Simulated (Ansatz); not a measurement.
TaN, space group P6/mmm: an equation of state with a fit, run with Ansatz 0.2.0, Python API.

Script `eos.py`:
```python
import ansatz as az
import numpy as np

VECTORS = np.array([
    [5.191, 0.0, 0.0],
    [-2.5955, 4.49553787, 0.0],
    [0.0, 0.0, 2.908],
])
SITES = [
    ("Ta", [0.0, 0.0, 0.0]),
    ("Ta", [1 / 3, 2 / 3, 0.5]),
    ("Ta", [2 / 3, 1 / 3, 0.5]),
    ("N", [0.5, 0.0, 0.0]),
    ("N", [0.5, 0.5, 0.0]),
    ("N", [0.0, 0.5, 0.0]),
]


def crystal_on(cell):
    crystal = az.Crystal(lattice=az.Lattice.of(cell))
    for symbol, position in SITES:
        crystal = crystal.atom(symbol, position)
    return crystal

volumes, energies, pressures = [], [], []
for scale in np.linspace(0.94, 1.06, 7):
    cell = VECTORS * scale ** (1 / 3)
    model = (
        crystal_on(cell).calculation()
        .functional("pbesol")
        .occupations("fermi_dirac")
        .basis(500)
        .kpoints(5, 5, 8)
        .stress()
    )
    report = model.run().report
    volumes.append(abs(np.linalg.det(cell)) / len(SITES))
    energies.append(report["free_energy_ev"] / len(SITES))
    pressures.append(np.trace(report["stress_gpa"]) / 3)
    print(f"V = {volumes[-1]:8.4f} A^3/atom  F = {energies[-1]:.5f} eV/atom  P = {pressures[-1]:8.3f} GPa")

x = np.array(volumes) ** (-2 / 3)
poly = np.polynomial.Polynomial.fit(x, energies, 3).convert()
roots = poly.deriv().roots()
x0 = min((r.real for r in roots if abs(r.imag) < 1e-9 and poly.deriv(2)(r.real) > 0), key=lambda r: abs(r - x.mean()))
v0 = x0 ** -1.5
b0 = 4 / 9 * poly.deriv(2)(x0) * v0 ** (-7 / 3) * 160.21766
b1 = 4 + 2 / 3 * x0 * poly.deriv(3)(x0) / poly.deriv(2)(x0)
print(f"V0 = {v0:.4f} A^3/atom, B0 = {b0:.1f} GPa, dB/dP = {b1:.2f}")
```

From its runs, with one value withheld:

| V (Å³/atom) | F less the lowest row shown (meV/atom) |
| --- | --- |
| 10.632 | 49.93 |
| 10.858 | 22.30 |
| 11.084 | 6.03 |
| 11.310 | 0.00 |
| 11.537 | 3.18 |
| 11.763 | 14.64 |
| 11.989 | ? |

What is the missing energy at 11.989 Å³ an atom?

A third-order Birch-Murnaghan fit, E = E0 + (9 V0 B0 / 16) [(t - 1)³ B' + (t - 1)² (6 - 4t)] with t = (V0/V)^(2/3), through the 6 rows shown gives V0 = 11.342 Å³, B0 = 322.0 GPa, B' = 4.26 and E0 = -0.09 meV. At V = 11.989 Å³, t = 0.96368, and the fit extrapolates to 33.58 meV. The run gave 33.57 meV, a miss of 0.01 meV.

Spin is left out of this run. Shape and fractional positions are held along the curve, so the bulk modulus is an upper value where they are free to relax. For a metal this k-point mesh is coarse: on a finer one energies can move by several to tens of meV an atom and pressures by half a GPa or more, differences at one mesh by less. Pressure is positive in compression. Spin-orbit coupling, which matters for elements this heavy, is left out. The structure is a deposited one; some such entries were measured under pressure or heat, so a shift against it needn't be the functional's error alone. Run time: 24 s on 1 thread of Arm Neoverse V2, on a shared host, peak memory 0.43 GiB.
